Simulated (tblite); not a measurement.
# C2H12NOSi3: the cost of one run

The runs use tblite 0.8.0 and PySCF 2.14.0, with density-fitted response routines of our own; the level of theory stands in each step. All values are computed, except where a source is named. Atoms count from 0, in the outputs and in this text.

## (1) The molecule as given

19 atoms, charge 0, multiplicity 2; geometry from: force field or distance geometry start.

Bonds of the start (Å): C0–N1 1.48, N1–C2 1.45, N1–Si3 1.74, Si3–Si4 2.34, Si3–O5 1.67, O5–Si6 1.66, C0–H7 1.10, C0–H8 1.10, C0–H9 1.11, C2–H10 1.11, C2–H11 1.10, C2–H12 1.09, Si3–H13 1.48, Si4–H14 1.50, Si4–H15 1.50, Si4–H16 1.49, Si6–H17 1.48, Si6–H18 1.49.

## (2) Relaxing the molecule with GFN2-xTB

Job settings and geometry (Å):

```
{"job": {"kind": "relax", "xc": "GFN2-xTB", "basis": "xTB"}, "charge": 0, "multiplicity": 2}
C     -1.650100    -0.009100     1.287000
N     -1.232200     0.343800    -0.084300
C     -2.260800    -0.104600    -1.009500
Si     0.440700     0.235300    -0.537900
Si     1.835800     1.701400     0.629100
O      0.848600    -1.358700    -0.281900
Si     2.154800    -2.362000    -0.481100
H     -1.005900     0.458200     2.048900
H     -1.649300    -1.094100     1.450700
H     -2.673500     0.367400     1.494100
H     -3.260000     0.268500    -0.713600
H     -2.321300    -1.197800    -1.077700
H     -2.099200     0.297200    -2.010100
H      0.507900     0.515900    -1.985700
H      1.443600     3.128600     0.377200
H      1.768900     1.451300     2.101900
H      3.252500     1.534100     0.189100
H      2.664400    -2.234000    -1.862200
H      3.225300    -1.932000     0.458700
```

Run with:

```
$ OMP_NUM_THREADS=1 python probes_run.py task.json out
```

The driver reads the jobs from task.json and runs them one after another.

Q: Estimate the wall time of this first job on 1 thread of Arm Neoverse V1, shared host.

About 2.3 s.
